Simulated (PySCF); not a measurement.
# C8H18 (3,4-dimethylhexane) at MP2/6-31G(d) (spherical functions)

Aim: energy and forces of C8H18 (3,4-dimethylhexane). 

The results are computed with PySCF 2.14.0.

6 further runs of the same task are left out: 6 set aside as unsound or not needed.

## Step 1: Starting point

The species is C8H18 (26 atoms), meant as a singlet with charge 0. As SMILES, `CCC(C)C(C)CC`. The shape is that of a PBE0-D4/def2-TZVP optimisation. This is one conformer, not always the lowest.

Some bond lengths: C1–C2 1.520 Å, C2–C3 1.529 Å, C3–C4 1.524 Å, C3–C5 1.539 Å, C5–C6 1.526 Å, C5–C7 1.534 Å, C7–C8 1.521 Å, C1–H9 1.094 Å, C1–H10 1.092 Å, C1–H11 1.093 Å, C2–H12 1.093 Å, C2–H13 1.098 Å, C3–H14 1.100 Å, C4–H15 1.091 Å, C4–H16 1.090 Å, C4–H17 1.095 Å. Some angles: C1–C2–C3 114.8°, C2–C3–C4 111.0°, C2–C3–C5 111.8°, C4–C3–C5 111.1°, C3–C5–C6 112.0°, C3–C5–C7 113.8°, C6–C5–C7 110.2°, C5–C7–C8 115.3°, C1–C2–H12 108.1°, C1–C2–H13 109.7°.

## Step 2: Energy and gradient at MP2/6-31G(d) (spherical functions)

run.py

```python
from pyscf import gto, mp

molecule = gto.Mole()
molecule.atom = '''
C     -1.149709    -4.164956     3.342170
C     -1.614960    -1.627054     2.078321
C      0.728300    -0.411582     0.902722
C      2.779787    -0.003402     2.882210
C      0.083526     2.071518    -0.467707
C      2.402409     3.248250    -1.714549
C     -2.068116     1.820373    -2.392960
C     -1.628377    -0.107525    -4.478462
H     -0.224310    -5.481151     2.042983
H      0.039495    -4.003196     5.020057
H     -2.930020    -5.025916     3.935355
H     -3.047939    -1.893128     0.614917
H     -2.437180    -0.305002     3.449317
H      1.477199    -1.735902    -0.512494
H      3.251841    -1.758957     3.854852
H      4.524571     0.710159     2.049786
H      2.155044     1.359091     4.310087
H     -0.581280     3.398861     0.986437
H      3.791924     3.882064    -0.330891
H      3.346894     1.908056    -2.974051
H      1.864971     4.893635    -2.842337
H     -2.363669     3.682698    -3.247683
H     -3.833876     1.377043    -1.415216
H     -1.467183    -2.025597    -3.729941
H     -3.195527    -0.101100    -5.822057
H      0.095998     0.292341    -5.541244
'''
molecule.basis = '6-31g*'
molecule.verbose = 4
molecule.max_memory = 39680
molecule.spin = 0
molecule.unit = 'bohr'
molecule.build()

mf = molecule.RHF()
mf.conv_tol = 1e-09
mf.kernel()

pt = mp.MP2(mf, frozen=8).run()
energy = pt.e_tot
print(f'total energy: {energy:.8f} hartree')
grad = pt.nuc_grad_method().kernel()
```

Run with:

```sh
$ OMP_NUM_THREADS=28 python run.py
```

What it wrote:

```text
PySCF version 2.14.0

[INPUT] num. atoms = 26
[INPUT] num. electrons = 66
[INPUT] charge = 0
[INPUT] spin (= nelec alpha-beta = 2S) = 0
[INPUT] symmetry False subgroup None
[INPUT] Mole.unit = bohr
[INPUT] Symbol           X                Y                Z      unit          X                Y                Z       unit  Magmom
[INPUT]  1 C     -0.608399801990  -2.203999799685   1.768600199020 AA   -1.149709000000  -4.164956000000   3.342170000000 Bohr   0.0
[INPUT]  2 C     -0.854600028547  -0.860999897736   1.099800110176 AA   -1.614960000000  -1.627054000000   2.078321000000 Bohr   0.0
[INPUT]  3 C      0.385399762713  -0.217799814825   0.477699910196 AA    0.728300000000  -0.411582000000   0.902722000000 Bohr   0.0
[INPUT]  4 C      1.470999931612  -0.001800260872   1.525199849086 AA    2.779787000000  -0.003402000000   2.882210000000 Bohr   0.0
[INPUT]  5 C      0.044200055719   1.096200117611  -0.247499885788 AA    0.083526000000   2.071518000000  -0.467707000000 Bohr   0.0
[INPUT]  6 C      1.271300094109   1.718899875371  -0.907300257806 AA    2.402409000000   3.248250000000  -1.714549000000 Bohr   0.0
[INPUT]  7 C     -1.094399856739   0.963299906974  -1.266299898643 AA   -2.068116000000   1.820373000000  -2.392960000000 Bohr   0.0
[INPUT]  8 C     -0.861699999186  -0.056899779604  -2.369900030371 AA   -1.628377000000  -0.107525000000  -4.478462000000 Bohr   0.0
[INPUT]  9 H     -0.118699740181  -2.900500198811   1.081100045897 AA   -0.224310000000  -5.481151000000   2.042983000000 Bohr   0.0
[INPUT] 10 H      0.020899853945  -2.118400094046   2.656499761919 AA    0.039495000000  -4.003196000000   5.020057000000 Bohr   0.0
[INPUT] 11 H     -1.550499811540  -2.659600211198   2.082500182880 AA   -2.930020000000  -5.025916000000   3.935355000000 Bohr   0.0
[INPUT] 12 H     -1.612899859074  -1.001800194955   0.325400063007 AA   -3.047939000000  -1.893128000000   0.614917000000 Bohr   0.0
[INPUT] 13 H     -1.289700114910  -0.161400107685   1.825299949639 AA   -2.437180000000  -0.305002000000   3.449317000000 Bohr   0.0
[INPUT] 14 H      0.781700046794  -0.918599778790  -0.271200145533 AA    1.477199000000  -1.735902000000  -0.512494000000 Bohr   0.0
[INPUT] 15 H      1.720800150735  -0.930799959388   2.039899829869 AA    3.251841000000  -1.758957000000   3.854852000000 Bohr   0.0
[INPUT] 16 H      2.394299862390   0.375799958930   1.084700038463 AA    4.524571000000   0.710159000000   2.049786000000 Bohr   0.0
[INPUT] 17 H      1.140400173330   0.719199984766   2.280799817483 AA    2.155044000000   1.359091000000   4.310087000000 Bohr   0.0
[INPUT] 18 H     -0.307600129164   1.798599784285   0.521999980408 AA   -0.581280000000   3.398861000000   0.986437000000 Bohr   0.0
[INPUT] 19 H      2.006599766341   2.054299800133  -0.175099976499 AA    3.791924000000   3.882064000000  -0.330891000000 Bohr   0.0
[INPUT] 20 H      1.771100032165   1.009699752359  -1.573800013314 AA    3.346894000000   1.908056000000  -2.974051000000 Bohr   0.0
[INPUT] 21 H      0.986900152227   2.589600120560  -1.504099966155 AA    1.864971000000   4.893635000000  -2.842337000000 Bohr   0.0
[INPUT] 22 H     -1.250799768958   1.948799856301  -1.718599831892 AA   -2.363669000000   3.682698000000  -3.247683000000 Bohr   0.0
[INPUT] 23 H     -2.028799808693   0.728699774057  -0.748900055729 AA   -3.833876000000   1.377043000000  -1.415216000000 Bohr   0.0
[INPUT] 24 H     -0.776399807849  -1.071899770908  -1.973799775276 AA   -1.467183000000  -2.025597000000  -3.729941000000 Bohr   0.0
[INPUT] 25 H     -1.691000065280  -0.053499816024  -3.080899885077 AA   -3.195527000000  -0.101100000000  -5.822057000000 Bohr   0.0
[INPUT] 26 H      0.050799953894   0.154700195018  -2.932300044947 AA    0.095998000000   0.292341000000  -5.541244000000 Bohr   0.0

nuclear repulsion = 418.154521861902
number of shells = 84
number of NR pGTOs = 288
number of NR cGTOs = 148
basis = 6-31g*
ecp = {}

******** <class 'pyscf.scf.hf.RHF'> ********
method = RHF
initial guess = minao
damping factor = 0
level_shift factor = 0
DIIS = <class 'pyscf.scf.diis.CDIIS'>
diis_start_cycle = 1
diis_space = 8
diis_damp = 0
SCF conv_tol = 1e-09
SCF conv_tol_grad = None
SCF max_cycles = 50
direct_scf = True
direct_scf_tol = 1e-13
Set gradient conv threshold to 3.16228e-05
Initial guess from minao.
init E= -314.848353812232
  HOMO = -0.308032605739842  LUMO = 0.132367563606967  gap/eV = 11.98390
cycle= 1 E= -313.343050690234  delta_E= 1.51  |g|= 0.453  |ddm|= 3.97
  HOMO = -0.431746271639907  LUMO = 0.209129582180078  gap/eV = 17.43912
cycle= 2 E= -313.417261501973  delta_E= -0.0742  |g|= 0.116  |ddm|= 0.501
  HOMO = -0.4155926497235  LUMO = 0.220988175393701  gap/eV = 17.32225
cycle= 3 E= -313.422244215778  delta_E= -0.00498  |g|= 0.0321  |ddm|= 0.173
  HOMO = -0.42721242813429  LUMO = 0.218171232189748  gap/eV = 17.56178
cycle= 4 E= -313.422532030567  delta_E= -0.000288  |g|= 0.00489  |ddm|= 0.0434
  HOMO = -0.426713363820184  LUMO = 0.218378013773942  gap/eV = 17.55383
cycle= 5 E= -313.422539980214  delta_E= -7.95e-06  |g|= 0.000917  |ddm|= 0.00766
  HOMO = -0.426801832460133  LUMO = 0.218375997804473  gap/eV = 17.55618
cycle= 6 E= -313.422540318619  delta_E= -3.38e-07  |g|= 0.000265  |ddm|= 0.00186
  HOMO = -0.426824410076816  LUMO = 0.218361062322288  gap/eV = 17.55639
cycle= 7 E= -313.422540341107  delta_E= -2.25e-08  |g|= 5.24e-05  |ddm|= 0.000382
  HOMO = -0.426828217691641  LUMO = 0.218360736330986  gap/eV = 17.55649
cycle= 8 E= -313.422540342612  delta_E= -1.5e-09  |g|= 1.14e-05  |ddm|= 0.000134
  HOMO = -0.426827501754739  LUMO = 0.218360432688068  gap/eV = 17.55646
cycle= 9 E= -313.42254034267  delta_E= -5.81e-11  |g|= 2.87e-06  |ddm|= 2.42e-05
  HOMO = -0.426827561052129  LUMO = 0.218360467391796  gap/eV = 17.55646
Extra cycle  E= -313.422540342673  delta_E= -2.5e-12  |g|= 1.29e-06  |ddm|= 5.34e-06
converged SCF energy = -313.422540342673

******** <class 'pyscf.mp.mp2.RMP2'> ********
nocc = 25, nmo = 140
frozen orbitals 8
E(RMP2) = -314.476332894427  E_corr = -1.05379255175492
E(SCS-RMP2) = -314.470776173968  E_corr = -1.04823583129533
E_corr(same-spin) = -0.249594497089117
E_corr(oppo-spin) = -0.8041980546658
total energy: -314.47633289 hartree
--------------- RMP2 gradients ---------------
         x                y                z
0 C    -0.0014051911     0.0038475164    -0.0022511240
1 C     0.0029630753    -0.0018850145     0.0007252817
2 C    -0.0002394248     0.0008258774     0.0021634260
3 C    -0.0025956073    -0.0002467630    -0.0024979377
4 C     0.0006439961    -0.0004210073    -0.0014472967
5 C    -0.0030921449    -0.0011430236     0.0016915669
6 C     0.0024843312    -0.0016000008    -0.0008574984
7 C    -0.0014865612     0.0030191627     0.0024332215
8 H    -0.0003836063     0.0002566260     0.0009009807
9 H    -0.0002262072    -0.0002572397    -0.0006698058
10 H     0.0013727115     0.0003397109    -0.0002593486
11 H     0.0007312927     0.0007715543     0.0005566875
12 H     0.0002366084    -0.0009234254    -0.0009331630
13 H    -0.0005202059     0.0008465626     0.0007648190
14 H    -0.0004427047     0.0010445653    -0.0005118725
15 H    -0.0010395574    -0.0001566653     0.0004773794
16 H     0.0007698983    -0.0007677504    -0.0005325970
17 H     0.0003974724    -0.0010948038    -0.0012762580
18 H    -0.0005795172    -0.0007042271    -0.0008597695
19 H    -0.0001928034     0.0009261478     0.0004146249
20 H     0.0005683232    -0.0012265571     0.0007357146
21 H     0.0002187820    -0.0014061261     0.0007910546
22 H     0.0011170027     0.0000739661    -0.0003425944
23 H     0.0001237025     0.0006641426    -0.0004449213
24 H     0.0013084218    -0.0002973205     0.0008030500
25 H    -0.0007320866    -0.0004859076     0.0004263804
----------------------------------------------
```

It took 16 s on 28 threads of Arm Neoverse N1, host not shared; peak memory 2 GiB.

## Step 3: Summary of results

Level: MP2/6-31G* (spherical functions), 8 core orbitals frozen.

| quantity | value |
| --- | --- |
| total energy | -314.47633 Eh |
| dipole moment (Hartree–Fock density) | 0.08 D |
| HOMO energy (Hartree–Fock orbitals) | -11.61 eV |
| LUMO energy (Hartree–Fock orbitals) | 5.94 eV |
| HOMO–LUMO gap (Hartree–Fock orbitals) | 17.56 eV |
| correlation energy (8 core orbitals frozen) | -1053.8 mEh |
| largest force on an atom | 0.240 eV/Å |

**Reading.** Mulliken charges of the mean-field density run from -0.50 on C6 to +0.17 on H16.
